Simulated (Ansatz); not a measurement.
# BrH₂NSi (SMILES N=[SiH]Br): one structure at several levels

An exercise on one series of results from a longer session: the logs are not shown, and one member is left open.

The runs use Ansatz 0.2.0, Gaussian basis; single points in def2-TZVPP.

Cores are frozen in the correlated methods. Filled d shells of the heavier atoms are correlated.

**Starting geometry**

SMILES `N=[SiH]Br`, 5 atoms, charge 0, spin multiplicity 1.

Atoms are counted from 1 here; the program's logs count them from 0.

Bond lengths: N1–Si2 1.527 Å, N1–H4 0.977 Å, Si2–Br3 2.299 Å, Si2–H5 1.629 Å. Angles: Si2–N1–H4 121.1°, N1–Si2–Br3 111.5°, N1–Si2–H5 147.9°, Br3–Si2–H5 96.9°.

As a file:

```
N    -0.6945   -1.0141    0.1099
Si    0.2489    0.1714   -0.0808
Br   -0.8739    2.0244   -0.8482
H    -0.3506   -1.9055    0.3130
H     1.6064    0.9443    0.3823
```

Set-up of the first run:

Input file run/in.yaml:

```yaml
crystal:
  periodic: [false, false, false]
  atoms:
    - {symbol: N, position_ang: [-0.694500, -1.014100, 0.109900]}
    - {symbol: Si, position_ang: [0.248900, 0.171400, -0.080800]}
    - {symbol: Br, position_ang: [-0.873900, 2.024400, -0.848200]}
    - {symbol: H, position_ang: [-0.350600, -1.905500, 0.313000]}
    - {symbol: H, position_ang: [1.606400, 0.944300, 0.382300]}
basis:
  gaussian: {orbitals: def2-TZVPP}
correlation: {method: ccsd_t}
output: {forces: true}
```

No record of the launch command was kept for these runs.

Among the steps run: CCSD(T)/def2-TZVPP; PBE0-D4/def2-TZVPP; wB97M-V/def2-TZVPP; r2SCAN-D4/def2-TZVPP; PBE-D4/def2-TZVPP; BHLYP-D4/def2-TZVPP; BLYP-D4/def2-TZVPP.

One table of the session follows, with a row left open; its other results are not shown here.

```
   method  RMS force component (eV/Å)  angle to CCSD(T) forces (°)  dipole (D)
  CCSD(T)                       1.972                    reference        2.90
  PBE0-D4                       1.768                          4.3        2.95
  wB97M-V                       1.782                          5.9        3.08
r2SCAN-D4                       1.814                          2.1        2.82
   PBE-D4                       1.897                          5.4        2.67
 BHLYP-D4                       1.677                         10.7        3.22
  BLYP-D4                           ?                            ?           ?
```

**Question.** Estimate the row for BLYP-D4.

As computed: RMS force component (eV/Å): 1.895; angle to CCSD(T) forces (°): 6.2; dipole (D): 2.70. In the column «RMS force component (eV/Å)» it lies between r2SCAN-D4 (1.814) and PBE-D4 (1.897).
